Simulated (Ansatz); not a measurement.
# ScPt: shifting one sublattice

This session takes ScPt and sets out to map the energy as every Sc atom is pushed off its site.

Computed with Ansatz 0.2.0 (DFT PBEsol, scalar-relativistic, plane waves, PAW, unless a step's input says otherwise).

## Step 1: The system as given

The structure is cubic, space group Pm-3m (No. 221). The conventional cell has a = 3.270 Å, b = 3.270 Å, c = 3.270 Å, α = 90.00°, β = 90.00°, γ = 90.00°. Around Sc (site symmetry m-3m) lie 8 Pt at 2.83 Å. Pt (site symmetry m-3m) is surrounded by 8 Sc at 2.83 Å.

Structure file:

```cif
data_structure
_symmetry_space_group_name_H-M 'P 1'
_symmetry_Int_Tables_number 1
_cell_length_a 3.2700
_cell_length_b 3.2700
_cell_length_c 3.2700
_cell_angle_alpha 90.000
_cell_angle_beta 90.000
_cell_angle_gamma 90.000
_cell_volume 34.97
loop_
_atom_site_label
_atom_site_type_symbol
_atom_site_fract_x
_atom_site_fract_y
_atom_site_fract_z
_atom_site_occupancy
Sc1 Sc 0.50000 0.50000 0.50000 1
Pt1 Pt 0.00000 0.00000 0.00000 1
```

No relaxation comes first: the listed cell is the starting point.

## Step 2: Zero of energy

Reference values: F = -14497.6101 eV; pressure -1.38 GPa; largest force 0.000 eV/Å; gap on the mesh none (metal). It was computed beforehand with the settings of the runs below.

## Step 3: Next: shifting one sublattice

Every Sc atom is moved by x along the Cartesian unit vector (0.000, 0.000, 1.000); the cell and all other atoms stay fixed. Forces below are components along that vector, summed over the moved atoms.

## Step 4: Point x = -0.300 Å

input.yaml reads:

```yaml
crystal:
  lattice:
    - [3.27, 0.0, 0.0]
    - [0.0, 3.27, 0.0]
    - [0.0, 0.0, 3.27]
  atoms:
    - { symbol: Sc, position: [0.5, 0.5, 0.4082568807] }
    - { symbol: Pt, position: [0.0, 0.0, 0.0] }
basis:
  ecutwfc: 420
kpoints:
  mp_grid: { grid: [14, 14, 14] }
hamiltonian:
  xc: pbesol
scf:
  occupations: { method: gaussian, width: 0.15 }
output:
  forces: true
  stress: true
  eigenvalues: true
```

On the command line:

```
$ ansatz run input.yaml --threads 1 --pin off --max-ram 2560MiB --backend cpu --events-out ev --progress --plain --runs-dir out
```

## Step 5: Point x = 0.225 Å

input.yaml: that of step 4 with these lines changed.

```diff
@@ -6,3 +6,3 @@
   atoms:
-    - { symbol: Sc, position: [0.5, 0.5, 0.4082568807] }
+    - { symbol: Sc, position: [0.5, 0.5, 0.5688073394] }
     - { symbol: Pt, position: [0.0, 0.0, 0.0] }
```

## Step 6: At x = -0.150 Å

input.yaml: that of step 5 with these lines changed.

```diff
@@ -6,3 +6,3 @@
   atoms:
-    - { symbol: Sc, position: [0.5, 0.5, 0.5688073394] }
+    - { symbol: Sc, position: [0.5, 0.5, 0.4541284404] }
     - { symbol: Pt, position: [0.0, 0.0, 0.0] }
```

## Step 7: At x = 0.075 Å

input.yaml: that of step 6 with these lines changed.

```diff
@@ -6,3 +6,3 @@
   atoms:
-    - { symbol: Sc, position: [0.5, 0.5, 0.4541284404] }
+    - { symbol: Sc, position: [0.5, 0.5, 0.5229357798] }
     - { symbol: Pt, position: [0.0, 0.0, 0.0] }
```

## Step 8: Point x = 0.263 Å

input.yaml: that of step 7 with these lines changed.

```diff
@@ -6,3 +6,3 @@
   atoms:
-    - { symbol: Sc, position: [0.5, 0.5, 0.5229357798] }
+    - { symbol: Sc, position: [0.5, 0.5, 0.5802752294] }
     - { symbol: Pt, position: [0.0, 0.0, 0.0] }
@@ -20 +20,5 @@
   eigenvalues: true
+  write_density: true
+  write_potential: true
+  elf: true
+  volumetric_format: npy
```

## Step 9: x = 0.188 Å

input.yaml: that of step 8 with these lines changed.

```diff
@@ -6,3 +6,3 @@
   atoms:
-    - { symbol: Sc, position: [0.5, 0.5, 0.5802752294] }
+    - { symbol: Sc, position: [0.5, 0.5, 0.5573394495] }
     - { symbol: Pt, position: [0.0, 0.0, 0.0] }
```

## Step 10: x = 0.113 Å

input.yaml: that of step 9 with these lines changed.

```diff
@@ -6,3 +6,3 @@
   atoms:
-    - { symbol: Sc, position: [0.5, 0.5, 0.5573394495] }
+    - { symbol: Sc, position: [0.5, 0.5, 0.5344036697] }
     - { symbol: Pt, position: [0.0, 0.0, 0.0] }
@@ -20,5 +20 @@
   eigenvalues: true
-  write_density: true
-  write_potential: true
-  elf: true
-  volumetric_format: npy
```

## Step 11: Point x = 0.037 Å

input.yaml: that of step 10 with these lines changed.

```diff
@@ -6,3 +6,3 @@
   atoms:
-    - { symbol: Sc, position: [0.5, 0.5, 0.5344036697] }
+    - { symbol: Sc, position: [0.5, 0.5, 0.5114678899] }
     - { symbol: Pt, position: [0.0, 0.0, 0.0] }
```

(Steps that only read results are left out.)

Q: Predict the outcome of this session.

**Answer**, as computed:

| quantity | value |
| --- | --- |
| force constant along x, from the points at -0.150, 0 and 0.037 Å | 3.55 eV/Å² |

Near the site the force constant is 3.55 eV/Å². The step of 0.15 Å is wide, so anharmonic terms mix in. The undisturbed cell stays the lowest of the sampled points. Spin-orbit coupling is left out for Pt.
